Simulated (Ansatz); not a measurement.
# YbAgAs: the cost of one run

Method: DFT, r2SCAN, with U_eff = 4.15 eV on Yb f, collinear spin, plane waves, PAW, in Ansatz 0.2.0.

## (1) The system as given

It takes space group P-6m2 (No. 187, hexagonal). Conventional cell: a = 4.637 Å, b = 4.637 Å, c = 10.520 Å, α = 90.00°, β = 90.00°, γ = 120.00°. Ag (site symmetry 3m) is surrounded by 3 As at 2.71 Å and 3 Yb at 3.10 Å. Around As (site symmetry -6m2) lie 5 Ag at 2.68 to 3.31 Å and 6 Yb at 3.20 Å. Around Yb (site symmetry 3m) lie 6 Ag at 3.10 to 3.20 Å and 6 As at 3.20 to 3.32 Å and 2 Yb at 3.51 Å. Yb (site symmetry -6m2) has 6 As at 3.09 Å and 6 Ag at 3.31 Å and 2 Yb at 3.51 Å as nearest neighbours. Ag (site symmetry -6m2) has 3 As at 2.68 Å as nearest neighbours. Around As (site symmetry 3m) lie 3 Ag at 2.71 Å and 6 Yb at 3.09 to 3.32 Å.

Symmetry-reduced, conventional setting; the input below types the cell that was run:

```cif
data_structure
_symmetry_space_group_name_H-M 'P-6m2'
_symmetry_Int_Tables_number 187
_cell_length_a 4.6365
_cell_length_b 4.6365
_cell_length_c 10.5202
_cell_angle_alpha 90.000
_cell_angle_beta 90.000
_cell_angle_gamma 120.000
_cell_volume 195.86
loop_
_atom_site_label
_atom_site_type_symbol
_atom_site_symmetry_multiplicity
_atom_site_Wyckoff_symbol
_atom_site_fract_x
_atom_site_fract_y
_atom_site_fract_z
_atom_site_occupancy
Ag1 Ag 2 i 0.66667 0.33333 0.18490 1
As1 As 1 f 0.66667 0.33333 0.50000 1
Yb1 Yb 2 g 0.00000 0.00000 0.33333 1
Yb2 Yb 1 a 0.00000 0.00000 0.00000 1
Ag2 Ag 1 d 0.33333 0.66667 0.50000 1
As2 As 2 h 0.33333 0.66667 0.14605 1
```

It starts from an earlier solution of the starting cell (checkpoint.read).

## (2) The walk to rest

File input.yaml:

```yaml
crystal:
  lattice:
    - [2.31825885, 4.01533762, 0.0]
    - [-2.31825885, 4.01533762, 0.0]
    - [0.0, 0.0, 10.5202107]
  atoms:
    - { symbol: Ag, position: [0.3333, 0.3334, 0.1849] }
    - { symbol: Ag, position: [0.3334, 0.3333, 0.8151] }
    - { symbol: As, position: [0.3333, 0.3334, 0.5] }
    - { symbol: Yb, position: [0.0, 0.0, 0.33333] }
    - { symbol: Yb, position: [0.0, 0.0, 0.66667] }
    - { symbol: Yb, position: [0.0, 0.0, 0.0] }
    - { symbol: Ag, position: [0.6667, 0.6666, 0.5] }
    - { symbol: As, position: [0.6667, 0.6666, 0.14605] }
    - { symbol: As, position: [0.6666, 0.6667, 0.85395] }
kpoints:
  mp_grid: { grid: [6, 6, 3], shift: [0, 0, 0] }
magnetization:
  spin_polarized: true
scf:
  occupations: { method: gaussian, width: 0.2062 }
  lower_state_search: "off"
hamiltonian:
  pseudopotentials: { kind: paw }
  xc: r2scan
  hubbard:
    projectors: all-electron-ortho-atomic
    sites: [{ species: Yb, l: f, u_eff: 4.15 }]
basis:
  ecutwfc: 500
  fft_grid_basis: typed
relax:
  max_steps: 60
  cell: { p_target: 0.0 }
  f_tol: 0.03
output:
  forces: true
  stress: true
  eigenvalues: true
  bader: false
  populations: true
  elf: true
  write_potential: true
  volumetric_format: npy
  dos:
    e_range: [-12, 8]
    de: 0.05
    projected: { site_lists: { Ag: [Ag], As: [As], Yb: [Yb] } }
  write_density: true
checkpoint:
  read: saved_state
```

On the command line:

```
$ ansatz run input.yaml --threads 2 --pin off --max-ram 4096MiB --backend cpu --events-out ev --progress --plain --runs-dir out
```

Q: Estimate wall time and peak memory on 2 threads of Arm Neoverse V1, shared host.

About 60 min, with a peak of 3 GiB.
